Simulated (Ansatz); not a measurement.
**C₂H₅NSi: small, medium and large basis sets**

The task here is to estimate one member of a computed series from the others.

Computed with Ansatz 0.2.0, Gaussian basis. Level: one geometry, several basis sets.

Levels to be run: PBE0-D4/def2-SVP; ωB97M-V/def2-SVP; PBE0-D4/def2-QZVPP; ωB97M-V/def2-QZVPP; CCSD(T)/cc-pV(D+d)Z; CCSD(T)/cc-pV(T+d)Z; CCSD(T)/cc-pV(Q+d)Z; the functionals' def2-TZVPP values are taken from earlier runs.

### Structure used throughout

An earlier PBE0-D4 in a triple-zeta def2 set relaxation fixed the geometry.

SMILES `C[SiH2]C#N`, 9 atoms, charge 0, spin multiplicity 1.

Atoms are counted from 1 here; the program's logs count them from 0.

Bond lengths: C1–Si2 1.859 Å, C1–H5 1.092 Å, C1–H6 1.092 Å, C1–H7 1.092 Å, Si2–C3 1.855 Å, Si2–H8 1.482 Å, Si2–H9 1.482 Å, C3–N4 1.152 Å. Angles: Si2–C1–H5 110.7°, Si2–C1–H6 110.7°, Si2–C1–H7 110.1°, H5–C1–H6 108.4°, H5–C1–H7 108.4°, H6–C1–H7 108.4°, C1–Si2–C3 108.8°, C1–Si2–H8 112.7°, C1–Si2–H9 112.7°, C3–Si2–H8 106.1°, C3–Si2–H9 106.1°, H8–Si2–H9 110.0°, Si2–C3–N4 178.8°.

Set-up of the first run:

Input file in.yaml:

```yaml
crystal:
  periodic: [false, false, false]
  atoms:
    - {symbol: C, position_ang: [-0.671988, 0.931072, -0.497452]}
    - {symbol: Si, position_ang: [-0.146826, -0.554561, 0.488325]}
    - {symbol: C, position_ang: [1.638349, -0.910122, 0.129781]}
    - {symbol: N, position_ang: [2.747288, -1.112382, -0.107584]}
    - {symbol: H, position_ang: [-0.554071, 0.746110, -1.566809]}
    - {symbol: H, position_ang: [-0.072811, 1.803412, -0.229774]}
    - {symbol: H, position_ang: [-1.721898, 1.160394, -0.300882]}
    - {symbol: H, position_ang: [-0.893291, -1.779446, 0.117002]}
    - {symbol: H, position_ang: [-0.236353, -0.330778, 1.950292]}
basis:
  gaussian: {orbitals: def2-SVP}
hamiltonian: {xc: pbe0, dispersion: d4}
output: {orbitals: {seedname: orbitals}}
```

Command:

```sh
$ ansatz run in.yaml --threads 2 --pin off --events-out ev --progress --plain --max-ram 32768MiB --backend cpu
```

Among the steps run: PBE0-D4 in def2-SVP; ωB97M-V in def2-SVP; PBE0-D4 in def2-QZVPP; ωB97M-V in def2-QZVPP.

One table of the session follows, with a row left open; its other results are not shown here.

| functional | basis | HOMO (eV) | LUMO (eV) |
| --- | --- | --- | --- |
| PBE0-D4 | def2-SVP | -9.48 | -0.23 |
| PBE0-D4 | def2-TZVPP | -9.53 | -0.52 |
| PBE0-D4 | def2-QZVPP | ? | ? |
| ωB97M-V | def2-SVP | -11.71 | 1.84 |
| ωB97M-V | def2-TZVPP | -11.80 | 1.34 |
| ωB97M-V | def2-QZVPP | -11.80 | 1.04 |

Estimate the missing values for PBE0-D4, def2-QZVPP.

**Answer.** HOMO (eV): -9.54; LUMO (eV): -0.60. In the column «HOMO (eV)» it lies between ωB97M-V, def2-SVP (-11.71) and PBE0-D4, def2-TZVPP (-9.53).
